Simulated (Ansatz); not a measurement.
# GeH2+ (doublet): one geometry, many settings

Aim: run GeH2+ (doublet) at one geometry under a spread of methods and options, and see what each costs and gives.

Program: Ansatz 0.2.0, Gaussian basis. Level of theory: the settings change from run to run. These are calculated values, not measurements.

28 further runs of the same task are left out: 2 for a mislabelled method, 10 that didn't finish, 16 set aside as unsound or not needed.

**1. The system**

The geometry is a PBE0/def2-TZVP stationary point (not a proven minimum) of the parent state, kept for this charge and spin. No spin-orbit coupling is included. The filled d shell of Ge may be among the frozen orbitals whatever the setting's name suggests; the logs give the count.

3 atoms, charge 1, spin multiplicity 2.

Atoms are counted from 1 here; the program's logs count them from 0.

Bond lengths: Ge1–H2 1.541 Å, Ge1–H3 1.541 Å. Angles: H2–Ge1–H3 120.0°.

Geometry (Å):

```
Ge    0.0000   -0.0208    0.0000
H     0.0000    0.7490   -1.3344
H     0.0000    0.7490    1.3344
```

**2. MP2 on UHF/cc-pVDZ**

Contents of in.yaml:

```yaml
crystal:
  periodic: [false, false, false]
  atoms:
    - {symbol: Ge, position_ang: [0.000000, -0.020787, 0.000000]}
    - {symbol: H, position_ang: [0.000000, 0.749032, -1.334401]}
    - {symbol: H, position_ang: [0.000000, 0.749032, 1.334401]}
basis:
  gaussian: {orbitals: cc-pVDZ}
total_charge: 1
magnetization: {spin_polarized: true, initial_magnetization: 1}
correlation: {method: mp2, electrons: outside_noble_gas}
```

Command:

```console
$ ansatz run in.yaml --threads 1 --pin off --events-out ev --progress --plain --max-ram 2393MiB
```

The program printed:

```text
Functional definition: HF
  name "HF"
  cite "Fock, Z. Phys. 61, 126 (1930) doi:10.1007/BF01340294"
  parent pbe
  exchange = exact_x
  correlation = 0
413 factors; integrals over basis functions are off by at most 1.2e-3 eV
mean field evaluation 1: about -56494.5343 eV, gradient 6.0e0 eV
mean field evaluation 2: about -56494.5348 eV, gradient 6.0e0 eV
mean field evaluation 4: about -56494.9847 eV, gradient 4.4e-1 eV
mean field evaluation 8: about -56494.9892 eV, gradient 2.4e-6 eV
mean field -56494.98915811 eV, -2076.1525578813 hartree, gradient 2.5e-6 eV, S^2 0.756550; 0 other end points of the search recorded, 0 dependent functions left out
14 core orbitals not correlated: weight in the atoms' cores, before any rotation towards them, 1.000 or more for the frozen orbitals, at most 0.000 for the correlated occupied ones
reference -56494.98915811 eV, -2076.1525578813 hartree; 3, 2 occupied and 20, 21 virtual orbitals, 413 factors
second order -1.60906488 eV of doubles, -0.00000000 eV of singles
Total energy: -56496.59822298 eV, -2076.2116899250 hartree
```

Wall time 0.33 s (1 thread of Intel Xeon Platinum 8375C at 2.90GHz, shared host).

From the report: ⟨S²⟩ of the determinant 0.757 (pure doublet: 0.75).

**3. HF/6-31G**

Contents of in.yaml:

```yaml
crystal:
  periodic: [false, false, false]
  atoms:
    - {symbol: Ge, position_ang: [0.000000, -0.020787, 0.000000]}
    - {symbol: H, position_ang: [0.000000, 0.749032, -1.334401]}
    - {symbol: H, position_ang: [0.000000, 0.749032, 1.334401]}
basis:
  gaussian: {orbitals: 6-31G}
total_charge: 1
magnetization: {spin_polarized: false, initial_magnetization: 1}
hamiltonian: {xc: hf}
output: {orbitals: {seedname: orbitals}}
```

Same command.

The program printed:

```text
Functional definition: HF
  name "HF"
  cite "Fock, Z. Phys. 61, 126 (1930) doi:10.1007/BF01340294"
  parent pbe
  exchange = exact_x
  correlation = 0
314 factors; integrals over basis functions are off by at most 5.9e-4 eV
mean field evaluation 1: about -56486.0012 eV, gradient 6.3e0 eV
mean field evaluation 2: about -56486.0189 eV, gradient 6.4e0 eV
mean field evaluation 4: about -56486.3511 eV, gradient 6.0e-1 eV
mean field evaluation 8: about -56486.3535 eV, gradient 2.8e-2 eV
mean field -56486.35346283 eV, -2075.8352019334 hartree, gradient 2.3e-5 eV, S^2 0.750000; 0 other end points of the search recorded, 0 dependent functions left out
reference -56486.35346283 eV, -2075.8352019334 hartree; 17, 16 occupied and 16, 17 virtual orbitals, 314 factors
Total energy: -56486.35346283 eV, -2075.8352019334 hartree
```

Wall time 0.27 s (1 thread of Intel Xeon Platinum 8375C at 2.90GHz, shared host).

**4. NEVPT4(SD)(1,5)/cc-pVDZ**

Changes to in.yaml since step 3:

```diff
@@ -7,6 +7,5 @@
 basis:
-  gaussian: {orbitals: 6-31G}
+  gaussian: {orbitals: cc-pVDZ}
 total_charge: 1
 magnetization: {spin_polarized: false, initial_magnetization: 1}
-hamiltonian: {xc: hf}
-output: {orbitals: {seedname: orbitals}}
+correlation: {method: fic_nevpt4_sd, electrons: outside_noble_gas, active_space: {window: {electrons: 1, orbitals: 5}, states: [{multiplicity: 2, weights: [0.5, 1, 0.5]}], root: 1}}
```

Launched as before.

The program printed, shortened:

```text
Functional definition: HF
  name "HF"
  cite "Fock, Z. Phys. 61, 126 (1930) doi:10.1007/BF01340294"
  parent pbe
[...]
705 factors; integrals over basis functions are off by at most 1.1e-7 eV
[...]
mean field -56494.93309513 eV, -2076.1504976048 hartree, gradient 1.5e-6 eV, S^2 0.750000; 0 other end points of the search recorded, 0 dependent functions left out
reference -56494.93309513 eV, -2076.1504976048 hartree; 17, 16 occupied and 20, 21 virtual orbitals, 705 factors
state -56494.80021764 eV, -2076.1456144471 hartree
state -56492.62945490 eV, -2076.0658403879 hartree
state -56487.21497101 eV, -2075.8668617752 hartree
state -56494.80021764 eV, -2076.1456144471 hartree; corrected -56497.12871414 eV, -2076.2311851153 hartree
state -56492.62945490 eV, -2076.0658403879 hartree; corrected -56495.11874384 eV, -2076.1573200694 hartree
state -56487.21497101 eV, -2075.8668617752 hartree; corrected -56490.25096251 eV, -2075.9784324049 hartree
WARN: 2 active orbitals are nearly empty or full. The corrections depend on them more than the energy does, and are more stable in an active space without them
Total energy: -56495.11874384 eV, -2076.1573200694 hartree
```

Run time: 1.5 s. Hardware: 1 thread of Intel Xeon Platinum 8375C at 2.90GHz, shared host.

From the report: 3 determinants; active occupations (of the averaged states) 0.50, 0.25, 0.25, 0.00, 0.00. The report marks this result as in doubt.

**5. NEVPT2(3,7)/6-31G***

Contents of in.yaml:

```yaml
crystal:
  periodic: [false, false, false]
  atoms:
    - {symbol: Ge, position_ang: [0.000000, -0.020787, 0.000000]}
    - {symbol: H, position_ang: [0.000000, 0.749032, -1.334401]}
    - {symbol: H, position_ang: [0.000000, 0.749032, 1.334401]}
basis:
  gaussian: {orbitals: "6-31G*"}
total_charge: 1
magnetization: {spin_polarized: false, initial_magnetization: 1}
correlation: {method: sc_nevpt2, electrons: outside_noble_gas, active_space: {window: {electrons: 3, orbitals: 7}}}
scf: {lower_state_search: light}
```

The command is unchanged.

The program printed, shortened:

```text
Functional definition: HF
  name "HF"
  cite "Fock, Z. Phys. 61, 126 (1930) doi:10.1007/BF01340294"
  parent pbe
[...]
374 factors; integrals over basis functions are off by at most 4.1e-4 eV
[...]
mean field -56487.90401099 eV, -2075.8921835272 hartree, gradient 2.8e-6 eV, S^2 0.750000; 0 other end points of the search recorded, 0 dependent functions left out
reference -56487.90401099 eV, -2075.8921835272 hartree; 17, 16 occupied and 22, 23 virtual orbitals, 374 factors
state -56488.66548704 eV, -2075.9201672559 hartree
state -56488.66548704 eV, -2075.9201672559 hartree; corrected -56489.41171272 eV, -2075.9475905439 hartree
state -56488.66510033 eV, -2075.9201530447 hartree
state -56488.66510033 eV, -2075.9201530447 hartree; corrected -56489.39897046 eV, -2075.9471222747 hartree
state -56488.66548704 eV, -2075.9201672559 hartree; corrected -56489.41171272 eV, -2075.9475905439 hartree
[...]
Total energy: -56489.41171272 eV, -2075.9475905439 hartree
```

Run time: 2.3 s. Hardware: 1 thread of Intel Xeon Platinum 8375C at 2.90GHz, shared host.

From the report: 96 determinants; active occupations 1.96, 1.00, 0.02, 0.01, 0.01, 0.00, 0.00.

**6. HF/cc-pVDZ**

Contents of in.yaml:

```yaml
crystal:
  periodic: [false, false, false]
  atoms:
    - {symbol: Ge, position_ang: [0.000000, -0.020787, 0.000000]}
    - {symbol: H, position_ang: [0.000000, 0.749032, -1.334401]}
    - {symbol: H, position_ang: [0.000000, 0.749032, 1.334401]}
basis:
  gaussian: {orbitals: cc-pVDZ, fitting: {mean_field: def2-universal-jkfit}}
total_charge: 1
magnetization: {spin_polarized: true, initial_magnetization: 1}
hamiltonian: {xc: hf}
output: {orbitals: {seedname: orbitals}}
```

The command is unchanged.

The program printed:

```text
Functional definition: HF
  name "HF"
  cite "Fock, Z. Phys. 61, 126 (1930) doi:10.1007/BF01340294"
  parent pbe
  exchange = exact_x
  correlation = 0
302 factors; integrals over basis functions are off by at most 3.9e-1 eV
mean field evaluation 1: about -56494.5342 eV, gradient 6.0e0 eV
mean field evaluation 2: about -56494.9259 eV, gradient 2.0e0 eV
mean field evaluation 4: about -56494.9877 eV, gradient 1.3e-1 eV
mean field -56494.98817541 eV, -2076.1525217680 hartree, gradient 1.8e-5 eV, S^2 0.756546; 0 other end points of the search recorded, 0 dependent functions left out
reference -56494.98817541 eV, -2076.1525217680 hartree; 17, 16 occupied and 20, 21 virtual orbitals, 302 factors
Total energy: -56494.98817541 eV, -2076.1525217680 hartree
```

Run time: 0.15 s. Hardware: 1 thread of Intel Xeon Platinum 8375C at 2.90GHz, shared host.

From the report: ⟨S²⟩ of the determinant 0.757 (pure doublet: 0.75).

**7. CCSD(T) on ROHF/cc-pVDZ**

Contents of in.yaml:

```yaml
crystal:
  periodic: [false, false, false]
  atoms:
    - {symbol: Ge, position_ang: [0.000000, -0.020787, 0.000000]}
    - {symbol: H, position_ang: [0.000000, 0.749032, -1.334401]}
    - {symbol: H, position_ang: [0.000000, 0.749032, 1.334401]}
basis:
  gaussian: {orbitals: cc-pVDZ}
total_charge: 1
magnetization: {spin_polarized: false, initial_magnetization: 1}
correlation: {method: ccsd_t, electrons: all, diis_vectors: 12}
```

Same command.

The program printed, shortened:

```text
Functional definition: HF
  name "HF"
  cite "Fock, Z. Phys. 61, 126 (1930) doi:10.1007/BF01340294"
  parent pbe
[...]
413 factors; integrals over basis functions are off by at most 1.2e-3 eV
[...]
mean field -56494.93303495 eV, -2076.1504953935 hartree, gradient 2.1e-6 eV, S^2 0.750000; 1 other end points of the search recorded, 0 dependent functions left out
determinant -56494.93303495 eV, -2076.1504953935 hartree, with singles and doubles -56497.82418368 eV, -2076.2567431495 hartree
determinant -56492.63846635 eV, -2076.0661715529 hartree, with singles and doubles -56495.86662662 eV, -2076.1848042544 hartree
reference -56494.93303495 eV, -2076.1504953935 hartree; 17, 16 occupied and 20, 21 virtual orbitals, 413 factors
second order -2.32156420 eV of doubles, -0.03314660 eV of singles
cycle   1  -2.89110432 eV  change    4.4e-5 eV  update   2.6e-4
[...]
cycle   4  -2.89110002 eV  change    6.9e-7 eV  update   1.9e-5
perturbative correction -0.07396854 eV, -0.0027182938 hartree
Total energy: -56497.89810351 eV, -2076.2594596533 hartree
```

It took 3.3 s on 1 thread of Intel Xeon Platinum 8375C at 2.90GHz, shared host.

From the report: correlation -2.9651 eV; T1 0.008; largest double amplitude 0.05.

**8. CCSDT(Q)/B/cc-pVDZ**

Changes to in.yaml since step 7:

```diff
@@ -9,3 +9,5 @@
 total_charge: 1
-magnetization: {spin_polarized: false, initial_magnetization: 1}
-correlation: {method: ccsd_t, electrons: all, diis_vectors: 12}
+magnetization: {spin_polarized: true, initial_magnetization: 1}
+hamiltonian: {xc: {name: PBE0}}
+correlation: {method: ccsdt_q_b, electrons: outside_noble_gas}
+output: {forces: true}
```

Launched as before.

The program printed, shortened:

```text
Functional definition: PBE0
  name "PBE0"
  cite "Adamo & Barone, J. Chem. Phys. 110, 6158 (1999) doi:10.1063/1.478522"
  cite "Perdew, Burke & Ernzerhof, Phys. Rev. Lett. 77, 3865 (1996) doi:10.1103/PhysRevLett.77.3865"
  parent pbe
[...]
705 factors; integrals over basis functions are off by at most 1.1e-7 eV
[...]
mean field -56532.09571174 eV, -2077.5161985757 hartree, gradient 2.3e-6 eV, S^2 0.752085; 0 other end points of the search recorded, 0 dependent functions left out
14 core orbitals not correlated: weight in the atoms' cores, before any rotation towards them, 0.999 or more for the frozen orbitals, at most 0.000 for the correlated occupied ones
reference -56494.69947989 eV, -2076.1419124031 hartree; 3, 2 occupied and 20, 21 virtual orbitals, 705 factors
second order -1.70034755 eV of doubles, -0.11266054 eV of singles
cycle   1  -2.16947202 eV  change   -3.6e-1 eV  update   4.8e-2
[...]
cycle  13  -2.36328898 eV  change    3.5e-7 eV  update   1.4e-7
perturbative correction -0.00050205 eV, -0.0000184500 hartree
[...]
Total energy: -56497.06327092 eV, -2076.2287801213 hartree
Atom 0 at     0.000000    -0.020787     0.000000 Å, force     0.000000    -0.185515    -0.000000 eV/Å
Atom 1 at     0.000000     0.749032    -1.334401 Å, force     0.000000     0.092757    -0.221613 eV/Å
Atom 2 at     0.000000     0.749032     1.334401 Å, force     0.000000     0.092757     0.221613 eV/Å
Dipole moment:     0.000000     0.051499    -0.000000 e Å
```

Wall time 8.5 s (1 thread of Intel Xeon Platinum 8375C at 2.90GHz, shared host).

From the report: ⟨S²⟩ of the determinant 0.752 (pure doublet: 0.75); correlation -2.3638 eV; T1 0.020; largest double amplitude 0.06. The orbitals are Kohn-Sham ones, so correlation energy and T1 don't compare with those on Hartree-Fock orbitals.

**9. CCSDT on ROHF/def2-TZVP**

Contents of in.yaml:

```yaml
crystal:
  periodic: [false, false, false]
  atoms:
    - {symbol: Ge, position_ang: [0.000000, -0.020787, 0.000000]}
    - {symbol: H, position_ang: [0.000000, 0.749032, -1.334401]}
    - {symbol: H, position_ang: [0.000000, 0.749032, 1.334401]}
basis:
  gaussian: {orbitals: def2-TZVP, point_charges: [{charge: 1.00, position_ang: [4.786, -0.624, 0.905]}]}
total_charge: 1
magnetization: {spin_polarized: false, initial_magnetization: 1}
correlation: {method: ccsdt, electrons: outside_noble_gas}
```

The command is unchanged.

The program printed, shortened:

```text
Functional definition: HF
  name "HF"
  cite "Fock, Z. Phys. 61, 126 (1930) doi:10.1007/BF01340294"
  parent pbe
[...]
741 factors; integrals over basis functions are off by at most 1.8e-7 eV
[...]
mean field -56492.86530739 eV, -2076.0745078071 hartree, gradient 4.7e-6 eV, S^2 0.750000; 1 other end points of the search recorded, 0 dependent functions left out
determinant -56492.86530739 eV, -2076.0745078071 hartree, with singles and doubles -56495.37737425 eV, -2076.1668245615 hartree
determinant -56490.71417470 eV, -2075.9954551389 hartree, with singles and doubles -56493.59590204 eV, -2076.1013566655 hartree
14 core orbitals not correlated: weight in the atoms' cores, before any rotation towards them, 1.000 or more for the frozen orbitals, at most 0.000 for the correlated occupied ones
reference -56492.86530739 eV, -2076.0745078071 hartree; 3, 2 occupied and 43, 44 virtual orbitals, 741 factors
second order -1.89179063 eV of doubles, -0.03117733 eV of singles
cycle   1  -2.29616510 eV  change   -3.7e-1 eV  update   5.3e-2
[...]
cycle  16  -2.53448553 eV  change   -2.6e-7 eV  update   1.7e-7
Total energy: -56495.39979292 eV, -2076.1676484326 hartree
```

Run time: 7 s. Hardware: 1 thread of Intel Xeon Platinum 8375C at 2.90GHz, shared host; peak memory 0.28 GiB.

From the report: correlation -2.5345 eV; T1 0.022; largest double amplitude 0.06.

**10. All runs side by side**

Where basis and cores are those of an earlier FCI/cc-pVDZ run (-56497.1893 eV), and the state is the same kind, the miss against it is given. † marks a result that the program doubts.

```csv
level,correlated,functions,energy (eV),from FCI (meV),time
MP2 on UHF/cc-pVDZ,outside noble gas,37,-56496.5982,591.1,0.33 s
HF/6-31G,,33,-56486.3535,,0.27 s
"NEVPT4(SD)(1,5)/cc-pVDZ (excited root 1 of an average) †",outside noble gas,37,-56495.1187,,1.5 s
"NEVPT2(3,7)/6-31G*",outside noble gas,39,-56489.4117,,2.3 s
HF/cc-pVDZ,,37,-56494.9882,2201.1,0.15 s
CCSD(T) on ROHF/cc-pVDZ,all,37,-56497.8981,,3.3 s
CCSDT(Q)/B/cc-pVDZ (on PBE0 orbitals),outside noble gas,37,-56497.0633,126.0,8.5 s
CCSDT on ROHF/def2-TZVP (beside a point charge),outside noble gas,60,-56495.3998,,7 s
```

**11. Outcome**

| quantity | value |
| --- | --- |
| runs | 8 |
| quickest | HF/cc-pVDZ, 0.15 s |
| slowest | CCSDT(Q)/B/cc-pVDZ (on PBE0 orbitals), 8.5 s |

What this shows: Total energies in different bases, with other cores or another treatment of relativity can't be set against each other. CCSDT(Q)/B/cc-pVDZ (on PBE0 orbitals) took 57 times as long as HF/cc-pVDZ; the jobs differ in more than the method. Among the correlated runs with a miss given, it spans +126 to +591 meV. Hartree-Fock, CASSCF and CASCI lack dynamic correlation by design. Cores frozen from Kohn-Sham orbitals shift the total energy.
